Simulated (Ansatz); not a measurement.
# C2H3ClSi: the cost of one run

The runs use Ansatz 0.2.0, Gaussian basis; the settings change from run to run.

1 further run of the same task is left out (it didn't finish).

## Step 1: The relaxed structure

The structure was relaxed beforehand with PBE0-D4 in a triple-zeta def2 set.

7 atoms, charge 0, spin multiplicity 1.

Atoms are counted from 1 here; the program's logs count them from 0.

Bond lengths: Cl1–Si2 2.048 Å, Si2–C3 1.787 Å, Si2–C4 1.787 Å, Si2–H5 1.473 Å, C3–C4 1.341 Å, C3–H6 1.083 Å, C4–H7 1.083 Å. Angles: Cl1–Si2–C3 122.2°, Cl1–Si2–C4 122.2°, Cl1–Si2–H5 107.1°, C3–Si2–C4 44.1°, C3–Si2–H5 124.7°, C4–Si2–H5 124.7°, Si2–C3–C4 68.0°, Si2–C3–H6 157.2°, C4–C3–H6 134.8°, Si2–C4–C3 68.0°, Si2–C4–H7 157.2°, C3–C4–H7 134.8°.

As a file:

```xyz
7
charge 0, multiplicity 1
Cl   -1.8271   -1.7593   -0.5593
Si   -0.6946   -0.0529   -0.5209
C     0.2829    0.4102    0.9021
C     1.0411   -0.0706   -0.0943
H    -1.3179    0.9005   -1.4553
H     0.4774    0.7662    1.9067
H     2.0994   -0.2623   -0.2248
```

## Step 2: B97/6-31G*

This run has multiplicity 3, finite nuclei, high accuracy.

The input, in.yaml:

```yaml
crystal:
  periodic: [false, false, false]
  atoms:
    - {symbol: Cl, position_ang: [-1.827063, -1.759344, -0.559288]}
    - {symbol: Si, position_ang: [-0.694585, -0.052909, -0.520917]}
    - {symbol: C, position_ang: [0.282876, 0.410234, 0.902146]}
    - {symbol: C, position_ang: [1.041133, -0.070567, -0.094293]}
    - {symbol: H, position_ang: [-1.317916, 0.900508, -1.455289]}
    - {symbol: H, position_ang: [0.477428, 0.766235, 1.906720]}
    - {symbol: H, position_ang: [2.099427, -0.262258, -0.224775]}
basis:
  gaussian: {orbitals: "6-31G*", nuclear_model: gaussian}
magnetization: {spin_polarized: true, initial_magnetization: 2}
hamiltonian: {xc: {name: B97}}
accuracy: high
```

Launch:

```
> ansatz run in.yaml --threads 2 --pin off --events-out ev --progress --plain --max-ram 4352MiB
```

**Question.** How long does this run take on 2 threads of Arm Neoverse V1, shared host, and how much memory does it need?

About 72 s, with a peak of 0.68 GiB.
